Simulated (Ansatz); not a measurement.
**GaN₂H₅: small, medium and large basis sets**

An exercise on one series of results from a longer session: the logs are not shown, and one member is left open.

The runs use Ansatz 0.2.0, Gaussian basis; one geometry, several basis sets.

Plan: PBE0-D4/def2-SVP; ωB97M-V/def2-SVP; PBE0-D4/def2-QZVPP; ωB97M-V/def2-QZVPP; the functionals' def2-TZVPP values are taken from earlier runs.

## Structure used throughout

An earlier PBE0-D4 in a triple-zeta def2 set relaxation fixed the geometry.

SMILES `[NH2][GaH][NH2]`, 8 atoms, charge 0, spin multiplicity 1.

Atoms are counted from 1 here; the program's logs count them from 0.

Bond lengths: N1–Ga2 1.816 Å, N1–H4 1.005 Å, N1–H5 1.005 Å, Ga2–N3 1.816 Å, Ga2–H6 1.553 Å, N3–H7 1.004 Å, N3–H8 1.005 Å. Angles: Ga2–N1–H4 124.7°, Ga2–N1–H5 123.2°, H4–N1–H5 111.9°, N1–Ga2–N3 117.1°, N1–Ga2–H6 121.4°, N3–Ga2–H6 121.4°, Ga2–N3–H7 123.2°, Ga2–N3–H8 124.7°, H7–N3–H8 112.0°.

The first run:

in.yaml

```yaml
crystal:
  periodic: [false, false, false]
  atoms:
    - {symbol: N, position_ang: [-1.049649, 0.718438, -0.930375]}
    - {symbol: Ga, position_ang: [0.193172, 0.505738, 0.376407]}
    - {symbol: N, position_ang: [0.884644, -1.158503, 0.598436]}
    - {symbol: H, position_ang: [-1.406579, -0.023964, -1.505982]}
    - {symbol: H, position_ang: [-1.523115, 1.587518, -1.102280]}
    - {symbol: H, position_ang: [0.647470, 1.696838, 1.264136]}
    - {symbol: H, position_ang: [1.604277, -1.370520, 1.266378]}
    - {symbol: H, position_ang: [0.649790, -1.955546, 0.033280]}
basis:
  gaussian: {orbitals: def2-SVP}
hamiltonian: {xc: pbe0, dispersion: d4}
output: {orbitals: {seedname: orbitals}}
```

The run is started by

```sh
$ ansatz run in.yaml --threads 2 --pin off --events-out ev --progress --plain --max-ram 22528MiB --backend cpu
```

Steps of the session up to this table: PBE0-D4 in def2-SVP; ωB97M-V in def2-SVP; PBE0-D4 in def2-QZVPP; ωB97M-V in def2-QZVPP.

One table of the session follows, with a row left open; its other results are not shown here.

It belongs to the step «Functionals by basis». 

| functional | basis | HOMO (eV) | LUMO (eV) |
| --- | --- | --- | --- |
| PBE0-D4 | def2-SVP | ? | ? |
| PBE0-D4 | def2-TZVPP | -6.71 | 0.30 |
| PBE0-D4 | def2-QZVPP | -6.78 | 0.13 |
| ωB97M-V | def2-SVP | -8.79 | 2.33 |
| ωB97M-V | def2-TZVPP | -9.08 | 1.95 |
| ωB97M-V | def2-QZVPP | -9.16 | 1.48 |

**Question.** Estimate the row for PBE0-D4, def2-SVP.

**Answer.** HOMO (eV): -6.43; LUMO (eV): 0.58. In the column «HOMO (eV)» it is the highest.
